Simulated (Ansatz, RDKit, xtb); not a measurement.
# C3H11OPSi2: which of the isomers drawn lies lowest?

A sample of isomers of C3H11OPSi2 is drawn. Aim: find which of them has the lowest free energy at 298.15 K, then its properties. The sample is small against all isomers, and the most stable one of this formula need not be in it.

Plan: many cheap relaxations first (GFN2-xTB), then density-functional screening, relaxation at PBE0-D3(BJ)/def2-SVP, vibrations (at GFN2-xTB) and a final energy. The numbers are computed, not measured.

### Step 1. Candidates

Isomers were taken from a list of plausible structures; this is a sample, not all of them. That gives 14 candidates.

```
label                     SMILES     spin
 c025   C[Si@@H]1OCC[SiH2][P@H]1  singlet
 c125   C=C(CO)[SiH2][P@H][SiH3]  singlet
 c272  C[C@@H]1C[SiH2]O[Si@@H]1P  singlet
 c309  C[C@@H]([SiH2]P)[SiH2]C=O  singlet
 c311       C=C(C)[SiH2]O[SiH2]P  singlet
 c316       CC[Si@]1(P)OC[SiH2]1  singlet
 c361       P[Si@@H]1CC[SiH2]OC1  singlet
 c518       P[Si@@H]1CCC[SiH2]O1  singlet
 c681   CC(=O)C[SiH2][P@H][SiH3]  singlet
 c777       C=CO[Si@H](P)C[SiH3]  singlet
 c789     C[Si@@H]1CC[Si@H](P)O1  singlet
 c805  C[C@@H]1[SiH2]OC[Si@@H]1P  singlet
 c908     C/C=C/[Si@H](P)O[SiH3]  singlet
 c921     C=CC[SiH2][P@H][SiH2]O  singlet
```

Candidates are built by distance geometry, with a force field where one applies, in up to four conformers (letters a to d).

**Question.** With final energies at CCSD(T)/def2-SVP + MP2/def2-TZVPP - MP2/def2-SVP, which structure will this search put lowest in free energy, and by what margin?

| quantity | value |
| --- | --- |
| lowest structure found | C[Si@@H]1CC[Si@H](P)O1, singlet |
| next finalist | P[Si@@H]1CCC[SiH2]O1, singlet, 6.2 kcal/mol higher in G |
| share at equilibrium, among the finalists | 100.0 % |

`C[Si@@H]1CC[Si@H](P)O1` comes out lowest. The margin of 6.2 kcal/mol over the next finalist is beyond the usual error of the last level; it says nothing of structures that weren't ranked. HF/STO-3G, r2SCAN-D4/def2-SVP, PBE0-D3(BJ)/def2-SVP, HF/def2-SVP and MP2/def2-SVP already put its bonding pattern lowest among the structures in one piece; GFN2-xTB favours the singlet P[Si@@H]1CCC[SiH2]O1. 7 minima inside the window were never screened. The search is not exhaustive (a finite list of starts, one conformer a finalist), so a lower isomer can't be ruled out. Only 14 drawn patterns were tried, so whole families of isomers are missing, and the result ranks this sample alone. The lowest isomer need not be the one that is made and kept in a bottle, which depends on barriers.
